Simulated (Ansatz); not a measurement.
Write a Python script for the Python package of Ansatz (0.2.0) that makes a single point in a Gaussian basis of CH4SSeSi, SMILES [SeH][SiH]1CS1. Level of theory: PBE, def2-TZVP basis, multiplicity 1, D3BJ dispersion.

```
atom    x (Å)    y (Å)    z (Å)
  Se  -1.2588   1.8076  -0.8132
  Si   0.4432   0.7738   0.1597
   C   0.1321  -0.9908   0.4798
   S   1.1551  -0.9385  -1.0574
   H  -1.9055   0.5077  -1.3014
   H   1.5906   1.4847   0.7711
   H  -0.8600  -1.3205   0.3729
   H   0.7955  -1.3812   1.3327
```

`ch4ssesi.py`
```python
"""Single point of CH4SSeSi in a Gaussian basis."""

from dataclasses import dataclass

import ansatz as az
import numpy as np


@dataclass(frozen=True)
class Settings:
    basis: str = "def2-TZVP"
    xc: str = "pbe"
    dispersion: str = "d3bj"


opts = Settings()

geometry_ang = [
    ("Se", (-1.2588, 1.8076, -0.8132)),
    ("Si", (0.4432, 0.7738, 0.1597)),
    ("C", (0.1321, -0.9908, 0.4798)),
    ("S", (1.1551, -0.9385, -1.0574)),
    ("H", (-1.9055, 0.5077, -1.3014)),
    ("H", (1.5906, 1.4847, 0.7711)),
    ("H", (-0.86, -1.3205, 0.3729)),
    ("H", (0.7955, -1.3812, 1.3327)),
]
mol = az.Crystal.molecule()
for symbol, xyz in geometry_ang:
    mol = mol.atom(symbol, xyz)

base = (
    mol.calculation()
    .basis(gaussian=opts.basis)
    .functional(opts.xc, dispersion=opts.dispersion)
    .forces()
)
outcome = base.run(threads=1)
report = outcome.report

print("reference energy %16.6f eV" % report["reference_energy_ev"])
print("total energy     %16.6f eV" % report["free_energy_ev"])
print("occupied orbitals outside the frozen core (up, down):", report["n_occupied"], " frozen:", report["n_frozen"], " virtual:", report["n_virtual"])

symbols = [site.symbol for site in mol.cartesian_sites]
forces = np.array(report["forces_ev_ang"])
print("largest force", round(float(np.linalg.norm(forces, axis=1).max()), 4), "eV/A, rms", round(float(np.sqrt((forces ** 2).mean())), 4))

charges = report["charge_distribution"]
print("dipole moment", round(4.803205 * float(np.linalg.norm(charges["dipole_moment_e_ang"])), 3), "D")
print("Mulliken:", [(s, round(q, 3)) for s, q in zip(symbols, charges["mulliken_charges_e"])])
```

```console
$ python ch4ssesi.py
reference energy    -85146.214249 eV
total energy        -85146.456857 eV
occupied orbitals outside the frozen core (up, down): [37, 37]  frozen: 0  virtual: [140, 140]
largest force 3.331 eV/A, rms 1.0006
dipole moment 2.118 D
Mulliken: [('Se', -0.196), ('Si', 0.241), ('C', -0.247), ('S', -0.244), ('H', 0.141), ('H', 0.031), ('H', 0.139), ('H', 0.134)]
```

Caveats:
- Total energies depend on the basis set; only differences at equal settings carry meaning.
- The geometry is a force-field or estimated start, not a minimum of this method, and the basis set is short of its limit.
- Total less reference energy is the dispersion correction.
- It ran for 7 s on 1 thread of Arm Neoverse V1, on a shared host, peak memory 0.29 GiB.
